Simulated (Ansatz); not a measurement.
What does this script print? It uses Ansatz 0.2.0, Python API.

`tae.py`:
```python
# -*- coding: utf-8 -*-
from collections import Counter

import ansatz as az


def single_point(molecule, charge=0, unpaired=0):
    calc = molecule.calculation().basis(gaussian="def2-SVPD").functional("r2scan")
    if charge:
        calc = calc.charge(charge)
    if unpaired:
        calc = calc.spin("collinear", total=unpaired)
    return calc.run().report["free_energy_ev"]


def main():
    geometry_ang = [
        ("C", (-0.3338, 0.8304, -0.2004)),
        ("Sn", (-0.0399, -1.0907, 0.5752)),
        ("F", (1.6164, -1.1052, 1.5284)),
        ("F", (0.1151, -2.3544, -0.8894)),
        ("H", (-1.3418, 0.8802, -0.783)),
        ("H", (-0.4256, 1.6219, 0.6201)),
        ("H", (0.4708, 1.1498, -0.8966)),
    ]
    mol = az.Crystal.molecule()
    for symbol, xyz in geometry_ang:
        mol = mol.atom(symbol, xyz)

    unpaired = {"C": 2, "Sn": 2, "F": 1, "H": 1}
    counts = Counter(site.symbol for site in mol.cartesian_sites)
    atom_energy = {s: single_point(az.Crystal.molecule().atom(s, (0, 0, 0)), 0, unpaired[s]) for s in counts}
    whole = single_point(mol, 0, 1)
    for s, e in atom_energy.items():
        print(f"{s:2s} x{counts[s]}  {e:14.5f} eV")
    print(f"CH3F2Sn: {whole:.5f} eV")
    split = sum(counts[s] * e for s, e in atom_energy.items()) - whole
    print(f"atomisation energy (no zero-point term): {split:.3f} eV, {split / sum(counts.values()):.3f} eV an atom")


if __name__ == "__main__":
    main()
```

`python tae.py` gives:
```text
C  x1     -1028.27148 eV
Sn x1     -5832.11368 eV
F  x2     -2710.49451 eV
H  x3       -13.58417 eV
CH3F2Sn: -12346.55482 eV
atomisation energy (no zero-point term): 24.428 eV, 3.490 eV an atom
```

24.428 eV from the electronic energies, without the zero-point term.

Notes:
- Total energies depend on the basis set; only differences at equal settings carry meaning.
- The geometry is a force-field or estimated start, not a minimum of this method, and the basis set is short of its limit. All parts are taken at fixed geometry, without zero-point energy.
- def2 sets replace the cores of elements past krypton by effective core potentials.
- The run takes the species as open-shell (spin multiplicity 2), which needn't be its ground state.
- The spin-orbit lowering of heavy atoms is left out.
- It ran for 18 s on 1 thread of Arm Neoverse V1, with other jobs on the host, peak memory 0.29 GiB.
